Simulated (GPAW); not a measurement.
LiBi2I2O2:

```xyz
7
Lattice="4.2328 0.0000 0.0000 0.0000 4.2328 0.0000 0.0000 0.0000 9.9999" Properties=species:S:1:pos:R:3 pbc="T T T"
Bi    0.0000    2.1164    1.0818
Bi    2.1164    0.0000    8.9182
I     2.1164    0.0000    3.2250
I     0.0000    2.1164    6.7750
O     0.0000    0.0000    0.0000
O     2.1164    2.1164    0.0000
Li    0.0000    0.0000    5.0000
```

The cell comes from a database or a generator and needn't be the stable form of this composition.

Base run:

| Item | Value |
| --- | --- |
| Program | GPAW 26.7.0 |
| Functional | RPBE |
| Potentials or basis | the program's PAW data sets (release 1.2.1) made for this functional |
| Cutoff | 800 eV |
| Basis | pw |
| k mesh | 6 × 6 × 3 |
| Occupations | gaussian, width 0.05 eV |
| Spin | no spin polarisation |

Its results: pressure 1.9 GPa; largest force 0.150 eV/Å.

Question: The run is repeated on the same cell with these changes: functional from RPBE to PBE; potentials or basis from the program's PAW data sets (release 1.2.1) made for this functional to GPAW PAW data sets (gpaw-data 1.2.1). What comes out?

Answer: Pressure 0.1 GPa; largest force 0.026 eV/Å.

Caveats: an odd number of electrons without spin polarisation forces a metal; a magnetic or distorted state may lie lower.
